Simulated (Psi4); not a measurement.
# InH2F (SMILES [F][InH2]) at 6 levels

We compute a comparison of 6 runs (HF/STO-3G, HF/def2-TZVP, PBE50/STO-3G, wB97X/def2-SVP, r2SCANh-D4/def2-QZVPP) of InH2F. 

The calculation is run with Psi4 1.11.

2 further runs of the same task are left out: 2 set aside as unsound or not needed.

### Step 1. The structure to begin with

The species is InH2F (4 atoms), meant as a singlet with charge 0. SMILES: `[F][InH2]`. The coordinates come from a PBE0-D4/def2-TZVP relaxation.

Bond lengths: F1–In2 1.961 Å, In2–H3 1.702 Å, In2–H4 1.702 Å. Angles: F1–In2–H3 110.4°, F1–In2–H4 110.4°, H3–In2–H4 139.2°.

### Step 2. Energy and gradient at HF/STO-3G (run 1)

The input, job.py:

```python
import psi4

psi4.set_memory(1600000000)
psi4.set_num_threads(1)
psi4.set_output_file('psi4.out', False)

molecule = psi4.geometry("""
0 1
F
In 1 1.961097
H 2 1.702273 1 110.38202
H 2 1.702278 3 139.23802 1 179.99743
units angstrom
symmetry c1
no_reorient
no_com
""")

options = {'basis': 'STO-3G', 'puream': True, 'e_convergence': 1e-09, 'd_convergence': 1e-08, 'scf_type': 'pk'}
psi4.set_options(options)

e_tot, wfn = psi4.gradient('scf', return_wfn=True)
psi4.oeprop(wfn, 'QUADRUPOLE', 'MAYER_INDICES', 'WIBERG_LOWDIN_INDICES')
print('gradient / Eh bohr^-1')
print(e_tot.np.round(6))
print(f'energy = {wfn.energy():.10f} Eh')
```

Command:

```console
python job.py
```

psi4.out:

```text
[...]
  Running in c1 symmetry.
[...]
  Nuclear repulsion =  152.791799994952498
[...]
  Multiplicity = 1
[...]
  Nalpha       = 30
  Nbeta        = 30
[...]
    Number of basis functions: 34
[...]
   @RHF iter   1: -5781.91313939443262   -3.39963e+00   1.23580e-02 DIIS/ADIIS
[...]
   @RHF iter  10: -5782.05528596085969   -7.27596e-12   5.57798e-09 DIIS
[...]
  @RHF Final Energy: -5782.05528596085969
   => Energetics <=
    Nuclear Repulsion Energy =            152.7917999949524983
    One-Electron Energy =               -8316.2263284491418744
    Two-Electron Energy =                2381.3792424933303664
    Total Energy =                      -5782.0552859608596918
[...]
  -Total Gradient:
     Atom            X                  Y                   Z
    ------   -----------------  -----------------  -----------------
       1       -0.000000508982     0.000000813538    -0.035986863582
       2        0.000002772973    -0.000001779729     0.022185663767
       3       -0.000000597277    -0.034229830874     0.006901573297
       4       -0.000001666714     0.034230797065     0.006899626612
[...]
 Multipole Moments:
 ------------------------------------------------------------------------------------
     Multipole            Electronic (a.u.)      Nuclear  (a.u.)        Total (a.u.)
 ------------------------------------------------------------------------------------
 L = 1.  Multiply by 2.5417464519 to convert [e a0] to [Debye]
 Dipole X            :          0.0000883           -0.0000523            0.0000360
 Dipole Y            :         -0.0000485            0.0000273           -0.0000212
 Dipole Z            :          1.7268568           -1.0290547            0.6978021
 Magnitude           :                                                    0.6978021
 L = 2.  Multiply by 1.3450342976 to convert [e a0^2] to [Debye ang]
 Quadrupole XX       :        -16.9196256            0.0000000          -16.9196256
 Quadrupole XY       :          0.0003760           -0.0002841            0.0000919
[...]
```

Standard output:

```text
gradient / Eh bohr^-1
[[-1.0000e-06  1.0000e-06 -3.5987e-02]
 [ 3.0000e-06 -2.0000e-06  2.2186e-02]
 [-1.0000e-06 -3.4230e-02  6.9020e-03]
 [-2.0000e-06  3.4231e-02  6.9000e-03]]
energy = -5782.0552859609 Eh
```

It took 2.9 s on 1 thread of Intel Xeon Platinum 8259CL at 2.50GHz (Skylake/Cascade Lake), shared host; peak memory 0.21 GiB.

### Step 3. A single-point energy at HF/def2-TZVP (core potential) (run 2)

The input, run.py:

```python
import psi4

psi4.set_memory('1600 MB')
psi4.set_num_threads(1)
psi4.core.set_output_file('output.dat', False)

geom = psi4.geometry("""
0 1
F     -1.631800    -0.629400     0.188600
In     0.194400     0.052300    -0.026300
H      1.304300    -0.965100     0.767900
H      0.188600     1.481900    -0.950400
units angstrom
symmetry c1
no_reorient
no_com
""")

psi4.set_options({
    'basis': 'def2-TZVP',
    'puream': True,
    'e_convergence': 1e-09,
    'd_convergence': 1e-08,
    'scf_type': 'pk',
})

energy_value = psi4.energy('hf')
print(f'hf energy: {energy_value:.10f} Eh')
```

Command:

```console
python run.py
```

output.dat:

```text
[...]
    !!!  WARNING: ECP capability is in beta. Please check occupations closely.  !!!
[...]
  Running in c1 symmetry.
[...]
  Nuclear repulsion =   67.384355870191271
[...]
  Multiplicity = 1
[...]
  Nalpha       = 16
  Nbeta        = 16
[...]
    Number of basis functions: 93
[...]
   @RHF iter   1:  -289.77895877379410   -1.48570e+00   5.43682e-03 ADIIS/DIIS
[...]
   @RHF iter  11:  -289.86455588980709   -3.63798e-12   3.98880e-09 DIIS
[...]
    Orbital Energies [Eh]
    ---------------------
    Doubly Occupied:
       1A    -26.193364     2A     -5.404619     3A     -3.667366
       4A     -3.657779     5A     -3.656599     6A     -1.467494
       7A     -1.055011     8A     -1.050675     9A     -1.046753
      10A     -1.043227    11A     -1.043060    12A     -0.609718
      13A     -0.560815    14A     -0.553212    15A     -0.499687
      16A     -0.437484
[...]
  @RHF Final Energy:  -289.86455588980709
   => Energetics <=
    Nuclear Repulsion Energy =             67.3843558701912713
    One-Electron Energy =                -610.6040949346038360
    Two-Electron Energy =                 253.3551831746054859
    Total Energy =                       -289.8645558898070931
[...]
 Multipole Moments:
 ------------------------------------------------------------------------------------
     Multipole            Electronic (a.u.)      Nuclear  (a.u.)        Total (a.u.)
 ------------------------------------------------------------------------------------
 L = 1.  Multiply by 2.5417464519 to convert [e a0] to [Debye]
 Dipole X            :         18.4573736          -17.2171058            1.2402679
 Dipole Y            :          8.1153861           -7.6524459            0.4629401
 Dipole Z            :         -1.9650116            1.8190504           -0.1459612
 Magnitude           :                                                    1.3318719
[...]
```

The script printed:

```text
hf energy: -289.8645558898 Eh
```

It took 4.8 s on 1 thread of Intel Xeon Platinum 8259CL at 2.50GHz (Skylake/Cascade Lake), shared host; peak memory 0.34 GiB.

Run 3 isn't shown in full; the table further down has it.

### Step 4. The energy at PBE50/STO-3G (DKH2) (run 4)

The input, job.py:

```python
import psi4

psi4.set_memory(1600000000)
psi4.set_num_threads(1)
psi4.core.set_output_file('fh2in.out', False)

molecule = psi4.geometry("""
0 1
F     -1.631800    -0.629400     0.188600
In     0.194400     0.052300    -0.026300
H      1.304300    -0.965100     0.767900
H      0.188600     1.481900    -0.950400
""")

psi4.set_options({
    'basis': 'STO-3G',
    'scf_type': 'pk',
    'relativistic': 'dkh',
    'dkh_order': 2,
})

result, w = psi4.energy("PBE50", return_wfn=True)
print(f'total energy {result:.8f} hartree = {result * 27.211386:.5f} eV')
```

Command:

```console
python job.py
```

fh2in.out:

```text
[...]
  Running in c1 symmetry.
[...]
  Nuclear repulsion =  152.791766718926624
[...]
  Multiplicity = 1
[...]
  Nalpha       = 30
  Nbeta        = 30
[...]
    Number of basis functions: 34
[...]
   @RKS iter   1: -5879.36377641656873   -2.77425e+00   1.33578e-02 ADIIS/DIIS
[...]
   @RKS iter   7: -5879.54405799378492   -1.17418e-07   5.48963e-07 DIIS
[...]
    Orbital Energies [Eh]
    ---------------------
    Doubly Occupied:
       1A   -1001.599818     2A   -153.724695     3A   -138.840812
       4A   -138.839631     5A   -138.839449     6A    -29.486915
       7A    -24.815479     8A    -24.534000     9A    -24.528888
      10A    -24.528882    11A    -16.045573    12A    -16.044792
      13A    -16.044291    14A    -16.040362    15A    -16.040001
      16A     -4.141066    17A     -2.803908    18A     -2.791663
      19A     -2.790347    20A     -1.117948    21A     -0.432581
      22A     -0.404938    23A     -0.402270    24A     -0.395986
      25A     -0.393951    26A     -0.357713    27A     -0.298838
      28A     -0.239702    29A     -0.232501    30A     -0.214776
[...]
  @RKS Final Energy: -5879.54405799378492
   => Energetics <=
    Nuclear Repulsion Energy =            152.7917667189266240
    One-Electron Energy =               -8411.3466258995649696
    Two-Electron Energy =                2464.2368376084259580
    DFT Exchange-Correlation Energy =     -85.2260364215726014
    Empirical Dispersion Energy =           0.0000000000000000
    VV10 Nonlocal Energy =                  0.0000000000000000
    Total Energy =                      -5879.5440579937849179
[...]
 Multipole Moments:
 ------------------------------------------------------------------------------------
     Multipole            Electronic (a.u.)      Nuclear  (a.u.)        Total (a.u.)
 ------------------------------------------------------------------------------------
 L = 1.  Multiply by 2.5417464519 to convert [e a0] to [Debye]
 Dipole X            :          1.3941715           -0.9582846            0.4358870
 Dipole Y            :          0.5203419           -0.3576625            0.1626794
 Dipole Z            :         -0.1641000            0.1127945           -0.0513055
 Magnitude           :                                                    0.4680751
[...]
```

On the terminal:

```text
total energy -5879.54405799 hartree = -159990.54287 eV
```

Wall time 3.9 s (1 thread of Intel Xeon Platinum 8259CL at 2.50GHz (Skylake/Cascade Lake), shared host); peak memory 0.26 GiB.

Run 5 isn't shown in full; the table further down has it.

### Step 5. A single-point energy at r2SCANh-D4/def2-QZVPP (density fitting, core potential) (run 6)

The input, calc.inp:

```
memory 1.6 GB

molecule {
  0 1
  F     -1.631800    -0.629400     0.188600
  In     0.194400     0.052300    -0.026300
  H      1.304300    -0.965100     0.767900
  H      0.188600     1.481900    -0.950400
  symmetry c1
}

set basis def2-QZVPP
set reference rks
set scf_type df
set df_scf_guess false

energy_value = energy("r2scanh-d4")
```

Command:

```console
psi4 -n 1 calc.inp calc.out
```

calc.out:

```text
[...]
    !!!  WARNING: ECP capability is in beta. Please check occupations closely.  !!!
[...]
  Running in c1 symmetry.
[...]
  Nuclear repulsion =   67.384355870191271
[...]
  Multiplicity = 1
[...]
  Nalpha       = 16
  Nbeta        = 16
[...]
    Number of basis functions: 199
[...]
   @DF-RKS iter   1:  -291.03263985623283   -9.62712e-01   3.94958e-03 ADIIS/DIIS
[...]
   @DF-RKS iter   8:  -291.24867481607561   -2.66579e-07   6.39482e-07 DIIS
[...]
    Orbital Energies [Eh]
    ---------------------
    Doubly Occupied:
       1A    -24.583599     2A     -4.706484     3A     -3.103534
       4A     -3.091596     5A     -3.090553     6A     -1.090637
       7A     -0.771648     8A     -0.763981     9A     -0.762739
      10A     -0.758619    11A     -0.756140    12A     -0.437900
      13A     -0.348449    14A     -0.338375    15A     -0.337991
      16A     -0.302290
[...]
  @DF-RKS Final Energy:  -291.24867481607561
   => Energetics <=
    Nuclear Repulsion Energy =             67.3843558701912713
    One-Electron Energy =                -610.6421531858020444
    Two-Electron Energy =                 277.3214567403405795
    DFT Exchange-Correlation Energy =     -25.3119912925523458
    Empirical Dispersion Energy =          -0.0003429482530386
    VV10 Nonlocal Energy =                  0.0000000000000000
    Total Energy =                       -291.2486748160756065
[...]
 Multipole Moments:
 ------------------------------------------------------------------------------------
     Multipole            Electronic (a.u.)      Nuclear  (a.u.)        Total (a.u.)
 ------------------------------------------------------------------------------------
 L = 1.  Multiply by 2.5417464519 to convert [e a0] to [Debye]
 Dipole X            :         15.1555960          -14.0316850            1.1239110
 Dipole Y            :          5.6573009           -5.2377961            0.4195048
 Dipole Z            :         -1.7834895            1.6512309           -0.1322586
 Magnitude           :                                                    1.2069187
[...]
```

Run time: 21 s. Hardware: 1 thread of Intel Xeon Platinum 8259CL at 2.50GHz (Skylake/Cascade Lake), shared host; peak memory 1.3 GiB.

### Step 6. The series

```tsv
run	level	task	core potential	energy (Eh)	dipole moment (D)	HOMO energy (eV)	LUMO energy (eV)	wall time
1	HF/STO-3G	gradient	none	-5782.055286	1.77	-8.41	5.95	2.9 s
2	HF/def2-TZVP (core potential)	energy	def2	-289.864556	3.39	-11.90	0.46	4.8 s
3	PBE50/STO-3G	energy	none	-5784.422217	1.18	-5.74	3.18	4.2 s
4	PBE50/STO-3G (DKH2)	energy	none	-5879.544058	1.19	-5.84	3.08	3.9 s
5	wB97X/def2-SVP (core potential)	gradient	def2	-291.106225	2.98	-10.92	0.13	12 s
6	r2SCANh-D4/def2-QZVPP (density fitting, core potential)	energy	def2	-291.248675	3.07	-8.23	-2.02	21 s
```

### Step 7. What came out

| quantity | value |
| --- | --- |
| run 6: total energy | -291.24867 Eh |
| run 6: dipole moment | 3.07 D |
| run 6: HOMO energy | -8.23 eV |
| run 6: LUMO energy | -2.02 eV |
| run 6: HOMO–LUMO gap | 6.21 eV |
| run 6: dispersion energy | -0.90 kJ/mol |

In words: The dipole moment (its size) runs from 1.18 D (PBE50/STO-3G) to 3.39 D (HF/def2-TZVP). The two ends differ in method and basis and core potential. The HOMO–LUMO gap runs from 6.21 eV (r2SCANh-D4/def2-QZVPP) to 14.36 eV (HF/STO-3G). Totals of different functionals can't be ranked against each other. Some runs of one species differ in core potentials or relativity; totals across that change don't compare. In runs 1, 3, 4 the basis is minimal, so the values are rough. In runs 1, 3 relativity is left out where basis or elements ask for it. All runs together took 49 s, the longest 21 s.
